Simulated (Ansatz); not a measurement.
**C22H66O9Si10: charged states by level of theory**

Aim: the energy of removing and adding an electron for C22H66O9Si10, by energy differences, and how well orbital energies stand in for it.

The runs use Ansatz 0.2.0, Gaussian basis; as each input shows.

Plan: charge +1 doublet, at the geometry of the singlet (PBE0-D4/def2-TZVP, PBE-D4/def2-TZVP, B97M-V/def2-TZVP); charge -1 doublet, at the geometry of the singlet (PBE0-D4/def2-TZVP, PBE-D4/def2-TZVP, B97M-V/def2-TZVP); the starting singlet's energies come from earlier runs.

1 further run of the same task is left out (set aside as unsound or not needed). Runs told in other sessions of the task aren't counted.

## Step 1: The geometry

The singlet was relaxed beforehand with r2SCAN-D4/def2-SVP.

SMILES `C[Si](C)(C)O[Si](C)(C)O[Si](C)(C)O[Si](C)(C)O[Si](C)(C)O[Si](C)(C)O[Si](C)(C)O[Si](C)(C)O[Si](C)(C)O[Si](C)(C)C`, 107 atoms, charge 0, spin multiplicity 1.

Atoms are counted from 1 here; the program's logs count them from 0.

Bond lengths: C1–Si2 1.877 Å, C1–H42 1.103 Å, C1–H43 1.103 Å, C1–H44 1.103 Å, Si2–C3 1.876 Å, Si2–C4 1.871 Å, Si2–O5 1.675 Å, C3–H45 1.103 Å, C3–H46 1.103 Å, C3–H47 1.103 Å, C4–H48 1.102 Å, C4–H49 1.103 Å, C4–H50 1.103 Å, O5–Si6 1.663 Å, Si6–C7 1.863 Å, Si6–C8 1.867 Å, Si6–O9 1.666 Å, C7–H51 1.102 Å and more. Angles: Si2–C1–H42 111.4°, Si2–C1–H43 111.1°, Si2–C1–H44 111.5°, H42–C1–H43 107.7°, H42–C1–H44 107.3°, H43–C1–H44 107.6°, C1–Si2–C3 110.4°, C1–Si2–C4 111.1°, C1–Si2–O5 108.8°, C3–Si2–C4 111.0°, C3–Si2–O5 108.7°, C4–Si2–O5 106.7°, Si2–C3–H45 111.1°, Si2–C3–H46 111.3°, Si2–C3–H47 111.3°, H45–C3–H46 107.6°, H45–C3–H47 107.6°, H46–C3–H47 107.6° and more.

## Step 2: Charge +1 doublet at the fixed geometry, PBE0-D4/def2-TZVP

Contents of in.yaml:

```yaml
crystal:
  periodic: [false, false, false]
  atoms:
    - {symbol: C, position_ang: [-8.997341, 2.454059, 1.021633]}
    - {symbol: Si, position_ang: [-8.905638, 0.789370, 0.159157]}
    - {symbol: C, position_ang: [-9.606263, -0.557213, 1.261035]}
    - {symbol: C, position_ang: [-9.791268, 0.835364, -1.487775]}
    - {symbol: O, position_ang: [-7.301072, 0.437016, -0.167678]}
    - {symbol: Si, position_ang: [-5.760652, 0.451430, 0.459197]}
    - {symbol: C, position_ang: [-5.093372, 2.190836, 0.438474]}
    - {symbol: C, position_ang: [-5.759020, -0.299207, 2.169076]}
    - {symbol: O, position_ang: [-4.839247, -0.503423, -0.547374]}
    - {symbol: Si, position_ang: [-5.207073, -1.583905, -1.778767]}
    - {symbol: C, position_ang: [-6.458811, -2.820241, -1.155541]}
    - {symbol: C, position_ang: [-5.796897, -0.647484, -3.273936]}
    - {symbol: O, position_ang: [-3.793965, -2.369368, -2.151710]}
    - {symbol: Si, position_ang: [-2.317557, -2.670175, -1.441085]}
    - {symbol: C, position_ang: [-2.592320, -3.243388, 0.317206]}
    - {symbol: C, position_ang: [-1.428986, -3.918114, -2.494044]}
    - {symbol: O, position_ang: [-1.407365, -1.283324, -1.438235]}
    - {symbol: Si, position_ang: [-1.238028, 0.283844, -0.899270]}
    - {symbol: C, position_ang: [-2.261851, 1.431726, -1.944293]}
    - {symbol: C, position_ang: [-1.653399, 0.362655, 0.920587]}
    - {symbol: O, position_ang: [0.362968, 0.675292, -1.100310]}
    - {symbol: Si, position_ang: [1.821774, -0.119193, -1.241645]}
    - {symbol: C, position_ang: [1.864567, -1.550289, -0.041978]}
    - {symbol: C, position_ang: [2.073222, -0.642831, -3.008454]}
    - {symbol: O, position_ang: [3.006317, 0.981152, -0.841574]}
    - {symbol: Si, position_ang: [3.292799, 2.026954, 0.426624]}
    - {symbol: C, position_ang: [4.820490, 3.001200, 0.001742]}
    - {symbol: C, position_ang: [1.791725, 3.090860, 0.721150]}
    - {symbol: O, position_ang: [3.539008, 1.132955, 1.807013]}
    - {symbol: Si, position_ang: [4.583118, 0.429439, 2.885710]}
    - {symbol: C, position_ang: [3.949564, 0.775887, 4.601030]}
    - {symbol: C, position_ang: [4.712428, -1.395014, 2.508568]}
    - {symbol: O, position_ang: [6.089533, 1.133518, 2.755491]}
    - {symbol: Si, position_ang: [7.500844, 0.878553, 1.916193]}
    - {symbol: C, position_ang: [8.554478, -0.364946, 2.828198]}
    - {symbol: C, position_ang: [8.369822, 2.514985, 1.715424]}
    - {symbol: O, position_ang: [7.085847, 0.255306, 0.436740]}
    - {symbol: Si, position_ang: [7.416561, -0.238842, -1.124779]}
    - {symbol: C, position_ang: [7.929598, 1.256736, -2.134899]}
    - {symbol: C, position_ang: [8.809510, -1.495773, -1.071652]}
    - {symbol: C, position_ang: [5.841036, -0.990229, -1.793859]}
    - {symbol: H, position_ang: [-8.465792, 2.436697, 1.988277]}
    - {symbol: H, position_ang: [-8.543854, 3.246804, 0.403671]}
    - {symbol: H, position_ang: [-10.041212, 2.745661, 1.225655]}
    - {symbol: H, position_ang: [-9.523408, -1.546728, 0.781377]}
    - {symbol: H, position_ang: [-9.070629, -0.606941, 2.223630]}
    - {symbol: H, position_ang: [-10.672571, -0.381309, 1.481346]}
    - {symbol: H, position_ang: [-9.360978, 1.609474, -2.144292]}
    - {symbol: H, position_ang: [-10.865167, 1.053978, -1.366919]}
    - {symbol: H, position_ang: [-9.701994, -0.132372, -2.008534]}
    - {symbol: H, position_ang: [-5.658350, 2.838384, 1.128906]}
    - {symbol: H, position_ang: [-5.174371, 2.621940, -0.572424]}
    - {symbol: H, position_ang: [-4.033021, 2.222480, 0.734812]}
    - {symbol: H, position_ang: [-6.359122, 0.297573, 2.876170]}
    - {symbol: H, position_ang: [-4.736648, -0.366743, 2.576591]}
    - {symbol: H, position_ang: [-6.178785, -1.318352, 2.143897]}
    - {symbol: H, position_ang: [-7.403140, -2.315895, -0.894340]}
    - {symbol: H, position_ang: [-6.083620, -3.331482, -0.253429]}
    - {symbol: H, position_ang: [-6.675377, -3.590417, -1.913361]}
    - {symbol: H, position_ang: [-5.021968, 0.056143, -3.618819]}
    - {symbol: H, position_ang: [-6.703819, -0.070942, -3.029600]}
    - {symbol: H, position_ang: [-6.030786, -1.327052, -4.109194]}
    - {symbol: H, position_ang: [-3.149915, -4.194334, 0.344059]}
    - {symbol: H, position_ang: [-1.639950, -3.395092, 0.851407]}
    - {symbol: H, position_ang: [-3.177686, -2.492838, 0.873859]}
    - {symbol: H, position_ang: [-1.989558, -4.864413, -2.556316]}
    - {symbol: H, position_ang: [-0.426551, -4.138602, -2.093022]}
    - {symbol: H, position_ang: [-1.306360, -3.528953, -3.517536]}
    - {symbol: H, position_ang: [-2.105904, 2.483981, -1.655560]}
    - {symbol: H, position_ang: [-3.330721, 1.192887, -1.833039]}
    - {symbol: H, position_ang: [-1.986107, 1.325328, -3.006050]}
    - {symbol: H, position_ang: [-2.699599, 0.063828, 1.090336]}
    - {symbol: H, position_ang: [-1.512769, 1.379130, 1.323938]}
    - {symbol: H, position_ang: [-1.005465, -0.320104, 1.494582]}
    - {symbol: H, position_ang: [1.052813, -2.264438, -0.257034]}
    - {symbol: H, position_ang: [2.824739, -2.088859, -0.089875]}
    - {symbol: H, position_ang: [1.740240, -1.180733, 0.989195]}
    - {symbol: H, position_ang: [3.027384, -1.176119, -3.145045]}
    - {symbol: H, position_ang: [1.253576, -1.309978, -3.322246]}
    - {symbol: H, position_ang: [2.072910, 0.235682, -3.673495]}
    - {symbol: H, position_ang: [5.093620, 3.688055, 0.818924]}
    - {symbol: H, position_ang: [4.672691, 3.593084, -0.915975]}
    - {symbol: H, position_ang: [5.664485, 2.312843, -0.160017]}
    - {symbol: H, position_ang: [1.489782, 3.617880, -0.197870]}
    - {symbol: H, position_ang: [1.981649, 3.838992, 1.507888]}
    - {symbol: H, position_ang: [0.943952, 2.463524, 1.037938]}
    - {symbol: H, position_ang: [4.591268, 0.312595, 5.367510]}
    - {symbol: H, position_ang: [2.925092, 0.392038, 4.731937]}
    - {symbol: H, position_ang: [3.930181, 1.861722, 4.787392]}
    - {symbol: H, position_ang: [5.383744, -1.904880, 3.219143]}
    - {symbol: H, position_ang: [5.116370, -1.538220, 1.492972]}
    - {symbol: H, position_ang: [3.729155, -1.889375, 2.557234]}
    - {symbol: H, position_ang: [8.039040, -1.336754, 2.895276]}
    - {symbol: H, position_ang: [8.775324, -0.026947, 3.853818]}
    - {symbol: H, position_ang: [9.514926, -0.531422, 2.312940]}
    - {symbol: H, position_ang: [8.564694, 2.979929, 2.695553]}
    - {symbol: H, position_ang: [7.756555, 3.214505, 1.125837]}
    - {symbol: H, position_ang: [9.337450, 2.393049, 1.201307]}
    - {symbol: H, position_ang: [8.819956, 1.744738, -1.704475]}
    - {symbol: H, position_ang: [7.121956, 2.005879, -2.173467]}
    - {symbol: H, position_ang: [8.173023, 0.973894, -3.172792]}
    - {symbol: H, position_ang: [9.737936, -1.050858, -0.676158]}
    - {symbol: H, position_ang: [9.033051, -1.891772, -2.076433]}
    - {symbol: H, position_ang: [8.545654, -2.349915, -0.426235]}
    - {symbol: H, position_ang: [5.011057, -0.271043, -1.694118]}
    - {symbol: H, position_ang: [5.567922, -1.900198, -1.233622]}
    - {symbol: H, position_ang: [5.937905, -1.264843, -2.857413]}
basis:
  gaussian: {orbitals: def2-TZVP, fitting: {mean_field: def2-universal-jkfit}}
total_charge: 1
magnetization: {spin_polarized: true, initial_magnetization: 1}
hamiltonian: {xc: pbe0, dispersion: d4}
scf: {omitted_lower_state_checks: [starts]}
output: {orbitals: {seedname: orbitals}}
```

Launch:

```
$ ansatz run in.yaml --threads 11 --pin off --events-out ev --progress --plain --max-ram 174080MiB --backend cuda --devices 0, --max-vram 75GiB
```

Output:

```text
Functional definition: PBE0
  name "PBE0"
  cite "Adamo & Barone, J. Chem. Phys. 110, 6158 (1999) doi:10.1063/1.478522"
  cite "Perdew, Burke & Ernzerhof, Phys. Rev. Lett. 77, 3865 (1996) doi:10.1103/PhysRevLett.77.3865"
  parent pbe
  parameter a = 0.25
  parameter kappa = 0.804
  parameter beta = 0.06672455060314922
  exchange = (1 - a)*pbe_x(kappa = kappa, mu = beta*pi^2/3) + a*exact_x
  correlation = pbe_c(beta = beta)
these checks for a lower state are left out or cut short: starts
4811 factors; integrals over basis functions are off by at most 8.7e-1 eV
mean field evaluation 1: about -120935.4861 eV, gradient 1.7e2 eV
mean field evaluation 2: about -120823.0816 eV, gradient 2.2e2 eV
mean field evaluation 4: about -121053.0506 eV, gradient 1.3e1 eV
mean field evaluation 8: about -121053.4135 eV, gradient 1.1e1 eV
mean field evaluation 16: about -121054.7123 eV, gradient 2.7e-1 eV
mean field evaluation 32: about -121054.7130 eV, gradient 5.0e-4 eV
mean field -121054.71299533 eV, -4448.6786487467 hartree, gradient 5.3e-6 eV, S^2 0.751563; 0 other end points of the search recorded, 0 dependent functions left out
reference -121054.71310698 eV, -4448.6786528497 hartree; 205, 204 occupied and 1522, 1523 virtual orbitals, 4811 factors
Total energy: -121058.42107767 eV, -4448.8149182596 hartree
Checks for a lower state left out: starts
```

Wall time 42 s (1 × H100 with 11 threads of AMD EPYC 7R13, shared host); peak host memory 3.4 GiB.

HOMO -9.71 eV, LUMO -9.34 eV (over both spins); ⟨S²⟩ 0.752 (pure: 0.75).

## Step 3: Charge +1 doublet at the fixed geometry, PBE-D4/def2-TZVP

start.molden holds the orbitals of an earlier run on this state, given as this run's starting guess.

Edit in.yaml of step 2 so:

```diff
@@ -111,6 +111,6 @@
 basis:
-  gaussian: {orbitals: def2-TZVP, fitting: {mean_field: def2-universal-jkfit}}
+  gaussian: {orbitals: def2-TZVP, fitting: {mean_field: def2-universal-jkfit}, initial_orbitals: start.molden}
 total_charge: 1
 magnetization: {spin_polarized: true, initial_magnetization: 1}
-hamiltonian: {xc: pbe0, dispersion: d4}
+hamiltonian: {xc: pbe, dispersion: d4}
 scf: {omitted_lower_state_checks: [starts]}
```

Same command.

Output:

```text
Functional definition: PBE
  name "PBE"
  cite "Perdew, Burke & Ernzerhof, Phys. Rev. Lett. 77, 3865 (1996) doi:10.1103/PhysRevLett.77.3865"
  parent pbe
  parameter kappa = 0.804
  parameter beta = 0.06672455060314922
  exchange = pbe_x(kappa = kappa, mu = beta*pi^2/3)
  correlation = pbe_c(beta = beta)
these checks for a lower state are left out or cut short: starts
4811 factors; integrals over basis functions are off by at most 8.7e-1 eV
mean field evaluation 1: about -121041.5039 eV, gradient 2.2e1 eV
mean field evaluation 2: about -121042.4100 eV, gradient 9.5e-1 eV
mean field evaluation 4: about -121042.4047 eV, gradient 5.6e-2 eV
mean field evaluation 8: about -121042.4047 eV, gradient 6.3e-5 eV
mean field evaluation 16: about -121042.4047 eV, gradient 2.2e-6 eV
mean field -121042.40474994 eV, -4448.2263290717 hartree, gradient 2.2e-6 eV, S^2 0.750429; 0 other end points of the search recorded, 0 dependent functions left out
reference -121042.40490192 eV, -4448.2263346567 hartree; 205, 204 occupied and 1522, 1523 virtual orbitals, 4811 factors
Total energy: -121046.54382934 eV, -4448.3784374338 hartree
Checks for a lower state left out: starts
```

Wall time 22 s (1 × H100 with 11 threads of AMD EPYC 7R13, shared host); peak host memory 3.2 GiB.

From the report: HOMO -8.68 eV, LUMO -8.71 eV (over both spins; with the spin held, an empty level of the minority spin lies below the top filled one); ⟨S²⟩ 0.750 (pure: 0.75).

## Step 4: Charge +1 doublet at the fixed geometry, B97M-V/def2-TZVP

Edit in.yaml of step 3 so:

```diff
@@ -114,3 +114,3 @@
 magnetization: {spin_polarized: true, initial_magnetization: 1}
-hamiltonian: {xc: pbe, dispersion: d4}
+hamiltonian: {xc: {name: B97M-V}}
 scf: {omitted_lower_state_checks: [starts]}
```

Same command.

Output:

```text
Functional definition: B97M-V
  name "B97M-V"
  cite "Mardirossian & Head-Gordon, J. Chem. Phys. 142, 074111 (2015) doi:10.1063/1.4907719"
  cite "Becke, J. Chem. Phys. 107, 8554 (1997) doi:10.1063/1.475007"
  cite "Vydrov & Van Voorhis, J. Chem. Phys. 133, 244103 (2010) doi:10.1063/1.3521275"
  # Of w^i u^j: cxij and so on, Table III.
  parameter cx00 = 1.000
  parameter cx01 = 1.308
  parameter cx02 = 1.901
  parameter cx10 = 0.416
  parameter cx11 = 3.070
  parameter css00 = 1.000
  parameter css02 = -1.855
  parameter css10 = -5.668
  parameter css32 = -20.497
  parameter css42 = -20.364
  parameter cos00 = 1.000
  parameter cos01 = 1.573
  parameter cos03 = -6.298
  parameter cos10 = 2.535
  parameter cos32 = -6.427
  parameter b = 6.0
  parameter c = 0.01
  gx(w, u) = cx00 + cx01*u + cx02*u^2 + (cx10 + cx11*u)*w
  gss(w, u) = css00 + css02*u^2 + css10*w + (css32*w^3 + css42*w^4)*u^2
  gos(w, u) = cos00 + cos01*u + cos03*u^3 + cos10*w + cos32*w^3*u^2
  exchange = spin_sum(e_x_unif_s*gx(b97_w, b97_u_x))
  correlation = spin_sum(e_c_pw_mod_same_spin*gss(b97_w, b97_u_same))
      + integral(e_c_pw_mod_opposite_spin*gos(b97_w_opposite, b97_u_opposite)) + vv10(b, c)
these checks for a lower state are left out or cut short: starts
4811 factors; integrals over basis functions are off by at most 8.7e-1 eV
mean field evaluation 1: about -121113.4457 eV, gradient 3.3e1 eV
mean field evaluation 2: about -121114.8735 eV, gradient 1.5e0 eV
mean field evaluation 4: about -121115.0366 eV, gradient 4.2e-1 eV
mean field evaluation 8: about -121115.0376 eV, gradient 2.1e-3 eV
mean field evaluation 16: about -121115.0376 eV, gradient 6.6e-5 eV
mean field -121115.03759867 eV, -4450.8955370301 hartree, gradient 1.8e-6 eV, S^2 0.750657; 0 other end points of the search recorded, 0 dependent functions left out
reference -121115.03782051 eV, -4450.8955451826 hartree; 205, 204 occupied and 1522, 1523 virtual orbitals, 4811 factors
Total energy: -121115.03782051 eV, -4450.8955451826 hartree
Checks for a lower state left out: starts
```

It took 34 s on 1 × H100 with 11 threads of AMD EPYC 7R13, shared host; peak host memory 4.7 GiB.

From the report: HOMO -9.08 eV, LUMO -9.10 eV (over both spins; with the spin held, an empty level of the minority spin lies below the top filled one); ⟨S²⟩ 0.751 (pure: 0.75).

(Part 1 of 2 ends here.)
